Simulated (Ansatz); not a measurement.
# Zn (Zinc): the cost of one run

Program: Ansatz 0.2.0. Level of theory: DFT PBE, scalar-relativistic, plane waves, PAW. These are calculated values, not measurements.

The COD entry's cell or inner coordinates are ideal or old and differ from later refinements, so a difference from it is no clean test against experiment.

1 further run of the same task is left out (set aside as unsound or not needed).

### Step 1. The structure to begin with

Symmetry: P6_3/mmc, No. 194, hexagonal system. The conventional cell has a = 2.633 Å, b = 2.633 Å, c = 5.108 Å, α = 90.00°, β = 90.00°, γ = 120.00°. Zn (site symmetry -6m2) has 12 Zn at 2.63 to 2.97 Å as nearest neighbours.

Structure file:

```xyz
2
Lattice="2.6333 0.0000 0.0000 -1.3167 2.2805 0.0000 0.0000 0.0000 5.1082" Properties=species:S:1:pos:R:3 pbc="T T T"
Zn    0.0000    1.5203    1.2771
Zn    1.3167    0.7602    3.8312
```

This cell was relaxed beforehand with the same method: volume 15.34 Å³/atom, gap on the mesh none (metal).

### Step 2. Bulk reference on the slab's mesh

File input.yaml:

```yaml
crystal:
  lattice:
    - [2.6333229284, 0.0, 0.0]
    - [0.0, 5.1082450229, 0.0]
    - [1.3166614642, 0.0, 2.2805245524]
  atoms:
    - { symbol: Zn, position: [0.3333333333, 0.75, 0.3333333333] }
    - { symbol: Zn, position: [0.6666666667, 0.25, 0.6666666667] }
basis:
  ecutwfc: 420
kpoints:
  mp_grid: { grid: [13, 7, 15] }
hamiltonian:
  xc: pbe
scf:
  occupations: { method: gaussian, width: 0.1 }
output:
  forces: true
  stress: true
  eigenvalues: true
  write_density: true
  write_potential: true
  elf: true
  volumetric_format: npy
```

On the command line:

```bash
ansatz run input.yaml --threads 2 --pin off --max-ram 5120MiB --backend cpu --events-out ev --progress --plain --runs-dir out
```

**Question.** How long does this run take on 2 threads of Arm Neoverse V1, shared host, and how much memory does it need?

About 6.9 s, with a peak of 0.43 GiB.
